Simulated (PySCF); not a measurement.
**AlH2BrO2 (SMILES [OH][Al]([OH])[Br]) at r2SCAN/def2-SVP**

What is the energy change on altering one bond length of AlH2BrO2 at r2SCAN/def2-SVP? The job is set up through a Python script.

Program for the calculation: PySCF 2.14.0.

6 further runs of the same task are left out: 3 for a known fault of the program, 3 set aside as unsound or not needed.

### Step 1. The system as given

AlH2BrO2: 6 atoms, total charge 0, spin state singlet. As SMILES, `[OH][Al]([OH])[Br]`. Geometry: relaxed at PBE0-D4/def2-TZVP. This is one conformer, not always the lowest.

Bond lengths: O1–Al2 1.680 Å, Al2–O3 1.680 Å, Al2–Br4 2.252 Å, O1–H5 0.956 Å, O3–H6 0.956 Å. Angles: O1–Al2–O3 118.2°, O1–Al2–Br4 120.9°, O3–Al2–Br4 120.9°, Al2–O1–H5 122.6°, Al2–O3–H6 122.6°.

### Step 2. A single-point energy at r2SCAN/def2-SVP

Contents of job.py:

```python
from pyscf import gto, dft

mol = gto.M(
    atom='''
O   -0.080200   1.421100  -0.824900
Al  -0.029700  -0.053500  -0.021600
O    1.110100  -0.254800   1.196000
Br  -1.450800  -1.714400  -0.562000
H   -0.702100   1.604000  -1.526900
H    1.194600  -1.066400   1.693300
''',
    basis='def2-svp',
    verbose=3,
    max_memory=1860,
    charge=0,
)

mf = dft.RKS(mol, xc='r2scan')
mf.conv_tol = 1e-10
mf.grids.level = 5
mf.kernel()
if not mf.converged:
    mf = mf.newton().run(mf.mo_coeff, mf.mo_occ)

energy = mf.e_tot
print('E(%s) = %.9f' % ('R2SCAN', energy))
```

Run with:

```sh
OMP_NUM_THREADS=1 python job.py
```

Standard output:

```text
converged SCF energy = -2967.80369326002
E(R2SCAN) = -2967.803693260
```

It took 28 s on 1 thread of Arm Neoverse V2, shared host; peak memory 0.46 GiB.

### Step 3. The distorted shape at the same level

Contents of calc.py:

```python
from pyscf import gto, dft

system = gto.M(
    atom='''
O   -0.122452   1.826920  -1.073562
Al  -0.071952   0.352320  -0.270262
O    1.067848   0.151020   0.947338
Br  -1.493052  -1.308580  -0.810662
H   -0.744352   2.009820  -1.775562
H    1.194600  -1.066400   1.693300
''',
    verbose=3,
    max_memory=1860,
    basis='def2-svp',
    charge=0,
)

mf = dft.RKS(system, xc='r2scan')
mf.conv_tol = 1e-10
mf.grids.level = 5
mf.kernel()
if not mf.converged:
    mf = mf.newton().run(mf.mo_coeff, mf.mo_occ)

energy = mf.e_tot
print('E = %.10f Eh' % energy)
```

Run with:

```sh
OMP_NUM_THREADS=1 python calc.py
```

Standard output:

```text
converged SCF energy = -2967.71502052325
E = -2967.7150205232 Eh
```

Wall time 32 s (1 thread of Arm Neoverse V2, shared host); peak memory 0.46 GiB.

### Step 4. Outcome

At r2SCAN/def2-SVP:

| quantity | value |
| --- | --- |
| first shape: total energy | -2967.80369 Eh |
| first shape: dipole moment | 0.75 D |
| first shape: HOMO energy | -7.49 eV |
| first shape: LUMO energy | -0.93 eV |
| first shape: HOMO–LUMO gap | 6.56 eV |
| distorted shape: total energy | -2967.71502 Eh |
| distorted shape: dipole moment | 0.96 D |
| distorted shape: HOMO energy | -7.36 eV |
| distorted shape: LUMO energy | -2.93 eV |
| distorted shape: HOMO–LUMO gap | 4.43 eV |
| energy change with the O3–H6 bond stretched from 0.956 to 1.433 Å | 2.413 eV |

What this shows: With the O3–H6 bond stretched from 0.956 to 1.433 Å the energy rises by 2.41 eV (56 kcal/mol). The first shape isn't relaxed at this level, so the change isn't measured from a minimum. Mulliken charges (first shape) run from -0.47 on O1 to +0.88 on Al2; they depend strongly on the basis. Mulliken charges (distorted shape) run from -0.56 on O3 to +0.89 on Al2; they depend strongly on the basis.
